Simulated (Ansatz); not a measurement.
# Ti2Ge: the cost of one run

Computed with Ansatz 0.2.0 (DFT PBE, scalar-relativistic, plane waves, PAW, unless a step's input says otherwise).

2 further runs of the same task are left out: 1 that didn't finish, 1 set aside as unsound or not needed.

**1. The starting structure**

Symmetry: Fm-3m, No. 225, cubic system. The conventional cell has a = 6.143 Å, b = 6.143 Å, c = 6.143 Å, α = 90.00°, β = 90.00°, γ = 90.00°. Around Ti (site symmetry -43m) lie 4 Ge at 2.66 Å. Around Ge (site symmetry m-3m) lie 8 Ti at 2.66 Å.

Structure file:

```
CELL_PARAMETERS angstrom
0.00000 3.07147 3.07147
3.07147 0.00000 3.07147
3.07147 3.07147 0.00000
ATOMIC_POSITIONS crystal
Ti 0.75000 0.75000 0.75000
Ti 0.25000 0.25000 0.25000
Ge 0.00000 0.00000 0.00000
```

The cell is invented: species swapped into a database cell of Mg2Ge (Fm-3m, No. 225), with Ti on the Mg sites. Its size is a rough estimate.

**2. A first look at the guess**

Input file input.yaml:

```yaml
crystal:
  lattice:
    - [0.0, 3.071474, 3.071474]
    - [3.071474, 0.0, 3.071474]
    - [3.071474, 3.071474, 0.0]
  atoms:
    - { symbol: Ti, position: [0.75, 0.75, 0.75] }
    - { symbol: Ti, position: [0.25, 0.25, 0.25] }
    - { symbol: Ge, position: [0.0, 0.0, 0.0] }
basis:
  ecutwfc: 420
kpoints:
  mp_grid: { grid: [6, 6, 6] }
hamiltonian:
  xc: pbe
scf:
  occupations: { method: gaussian, width: 0.1 }
  lower_state_search: "off"
output:
  forces: true
  stress: true
  eigenvalues: true
```

Run with:

```console
$ ansatz run input.yaml --threads 1 --pin off --max-ram 2560MiB --backend cpu --events-out ev --progress --plain --runs-dir out
```

**Question.** How long does this run take on 1 thread of Intel Xeon Platinum 8488C (Sapphire Rapids), shared host, and how much memory does it need?

About 1.1 s, with a peak of 0.35 GiB.
